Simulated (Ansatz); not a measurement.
# Cl₂GeH₄OSSi: up Jacob's ladder to CCSD(T)

How much do the methods differ for Cl₂GeH₄OSSi? The plan is to run it at one geometry with functionals of several rungs and with coupled cluster, and see how far each lands from CCSD(T) at the basis-set limit for the atomisation energy.

Method: functionals in def2-TZVPP, the program's frozen cores in correlated methods; program: Ansatz 0.2.0, Gaussian basis.

The runs, in order: PBE-D4, r2SCAN-D4, PBE0-D4, B3LYP-D4, ωB97X-V, ωB97M-V, B2PLYP; CCSD(T)/def2-TZVPP; MP2/def2-QZVPP; extrapolation to the limit.

### Step 1. The geometry

An earlier PBE0-D4 in a triple-zeta def2 set relaxation fixed the geometry.

10 atoms, charge 0, spin multiplicity 1.

Atoms are counted from 1 here; the program's logs count them from 0.

Bond lengths: O1–Si2 1.634 Å, O1–H7 0.959 Å, Si2–Cl3 2.046 Å, Si2–S4 2.117 Å, Si2–H8 1.476 Å, S4–Ge5 2.217 Å, Ge5–Cl6 2.158 Å, Ge5–H9 1.528 Å, Ge5–H10 1.532 Å. Angles: Si2–O1–H7 117.8°, O1–Si2–Cl3 111.9°, O1–Si2–S4 107.7°, O1–Si2–H8 110.9°, Cl3–Si2–S4 106.4°, Cl3–Si2–H8 106.6°, S4–Si2–H8 113.3°, Si2–S4–Ge5 98.2°, S4–Ge5–Cl6 109.8°, S4–Ge5–H9 112.2°, S4–Ge5–H10 106.0°, Cl6–Ge5–H9 106.8°, Cl6–Ge5–H10 107.4°, H9–Ge5–H10 114.4°.

### Step 2. PBE-D4 (GGA)

The input, in.yaml:

```yaml
crystal:
  periodic: [false, false, false]
  atoms:
    - {symbol: O, position_ang: [-0.527682, 0.054015, 1.570533]}
    - {symbol: Si, position_ang: [-0.564322, -1.220931, 0.549892]}
    - {symbol: Cl, position_ang: [-2.154992, -2.451984, 0.924150]}
    - {symbol: S, position_ang: [-0.837532, -0.469149, -1.409658]}
    - {symbol: Ge, position_ang: [0.480469, 1.306981, -1.254272]}
    - {symbol: Cl, position_ang: [2.424782, 0.714837, -0.529901]}
    - {symbol: H, position_ang: [-0.073288, -0.057144, 2.408239]}
    - {symbol: H, position_ang: [0.650472, -2.045696, 0.695474]}
    - {symbol: H, position_ang: [-0.059712, 2.343377, -0.270655]}
    - {symbol: H, position_ang: [0.661814, 1.825714, -2.683792]}
basis:
  gaussian: {orbitals: def2-TZVPP}
hamiltonian: {xc: pbe, dispersion: d4}
output: {forces: true, orbitals: {seedname: orbitals}}
```

Launch:

```
ansatz run in.yaml --threads 2 --pin off --events-out ev --progress --plain --max-ram 22528MiB --backend cuda --devices 0, --max-vram 18GiB
```

The runs that follow: r2SCAN-D4 (meta-GGA); PBE0-D4 (hybrid); B3LYP-D4 (hybrid); ωB97X-V (range-separated); ωB97M-V (range-separated); B2PLYP (double hybrid); CCSD(T) in def2-TZVPP; MP2 in def2-QZVPP.

Q: Predict the results of all the runs planned. Wanted: atomisation energy, CCSD(T)/CBS; farthest; mean size of error, hybrid; mean size of error, range-separated; gap, smallest and largest; T1 diagnostic; triples share of the correlation energy.

The runs gave:

| quantity | value |
| --- | --- |
| atomisation energy, CCSD(T)/CBS | 33.660 eV |
| functionals within 0.337 eV (1.0 %) | PBE-D4, r2SCAN-D4, ωB97X-V, ωB97M-V |
| farthest | B2PLYP (-0.935 eV) |
| mean size of error, hybrid | 0.528 eV |
| mean size of error, range-separated | 0.086 eV |
| gap, smallest and largest | 5.07 eV (PBE-D4), 11.69 eV (ωB97X-V) |
| T1 diagnostic | 0.0107 |
| triples share of the correlation energy | 4.0 % |

PBE-D4 misses by +0.051 eV. Double hybrids carry the basis error of their MP2 part in triple zeta, and no dispersion term here, so their miss is partly the set-up's. Misses under about 0.337 eV are within the doubt on the reference itself, which lacks core-valence correlation, relativity and higher excitations, and its outer-core shells are covered unevenly. Hartree-Fock recovers 71 % of the binding; the rest is correlation. Orbital gaps span 5.1 to 11.7 eV; exact exchange widens them. Correlated methods include outer-core shells of Ge, which these sets cover unevenly.
